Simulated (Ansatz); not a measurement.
# Be2H2 (singlet): from Hartree-Fock to the top rungs at distance Be1–Be2 = 2.872 Å, cc-pVDZ

The task here is to estimate one member of a computed series from the others.

Computed with Ansatz 0.2.0, Gaussian basis. Level: cc-pVDZ, core rule «outside noble gas», up to 2 orbitals frozen.

The runs, in order: UHF; CCSD(T) on RHF; BCCD(T) on RHF; CISD; CCSDT(Q) on RHF; CASSCF and MRCISD+Q, 2 electrons in 2 orbitals; CASSCF and NEVPT2, 2 electrons in 2 orbitals; CASSCF and MRCISD+Q, 6 electrons in 10 orbitals; CASSCF and NEVPT4(SD), 6 electrons in 10 orbitals; CASSCF and NEVPT2, 6 electrons in 10 orbitals; Full CI.

27 further runs of the same task are left out: 15 for a known fault of the program, 10 that didn't finish, 2 set aside as unsound or not needed.

**What is computed**

The geometry derives from a PBE0/def2-TZVP stationary point (not a proven minimum). One bond is set to the value named and the two fragments are kept rigid.

4 atoms, charge 0, spin multiplicity 1.

Atoms are counted from 1 here; the program's logs count them from 0.

Bond lengths: Be1–H3 1.348 Å, Be2–H4 1.348 Å.

Set-up of the first run:

in.yaml

```yaml
crystal:
  periodic: [false, false, false]
  atoms:
    - {symbol: Be, position_ang: [0.000000, 0.000000, 1.436000]}
    - {symbol: Be, position_ang: [0.000000, 0.000000, -1.436000]}
    - {symbol: H, position_ang: [0.000000, 0.000000, 2.783518]}
    - {symbol: H, position_ang: [0.000000, 0.000000, -2.783518]}
basis:
  gaussian: {orbitals: cc-pVDZ}
magnetization: {spin_polarized: true, initial_magnetization: 0}
hamiltonian: {xc: hf}
output: {orbitals: {seedname: orbitals}}
```

On the command line:

```
$ ansatz run in.yaml --threads 1 --pin off --events-out ev --progress --plain --max-ram 2393MiB
```

Steps of the session up to this table: UHF; CCSD(T) on RHF; BCCD(T) on RHF; CISD; CCSDT(Q) on RHF; CASSCF and MRCISD+Q, 2 electrons in 2 orbitals; CASSCF and NEVPT2, 2 electrons in 2 orbitals; CASSCF and MRCISD+Q, 6 electrons in 10 orbitals; CASSCF and NEVPT4(SD), 6 electrons in 10 orbitals; CASSCF and NEVPT2, 6 electrons in 10 orbitals; Full CI.

One table of the session follows, with a row left open; its other results are not shown here.

It belongs to the step «Misses and costs». 

| method | from FCI (kcal/mol) |
| --- | --- |
| RHF | ? |
| RMP2 | +18.80 |
| CISD | +4.78 |
| RCCSD | +1.53 |
| RCCSD(T) | +0.47 |
| BCCD(T) | +0.46 |
| RCCSDT | +0.06 |
| RCCSDT(Q) | +0.02 |
| CASSCF pair | +56.66 |
| NEVPT2 pair | +17.57 |
| MRCISD pair | +3.26 |
| MRCISD+Q pair | -0.33 |
| CASSCF valence | +28.63 |
| NEVPT2 valence | +8.59 |
| NEVPT4(SD) valence | +1.74 |
| MRCISD valence | +1.09 |
| MRCISD+Q valence | +0.30 |
| FCI | 0 |

Q: Estimate the row for RHF from the others.

**Answer.** from FCI (kcal/mol): +67.65. In the column «from FCI (kcal/mol)» it is the highest.

Limits of these values: MRCISD+Q pair falls below full CI: the +Q correction isn't variational, and the cores differ from full CI's.
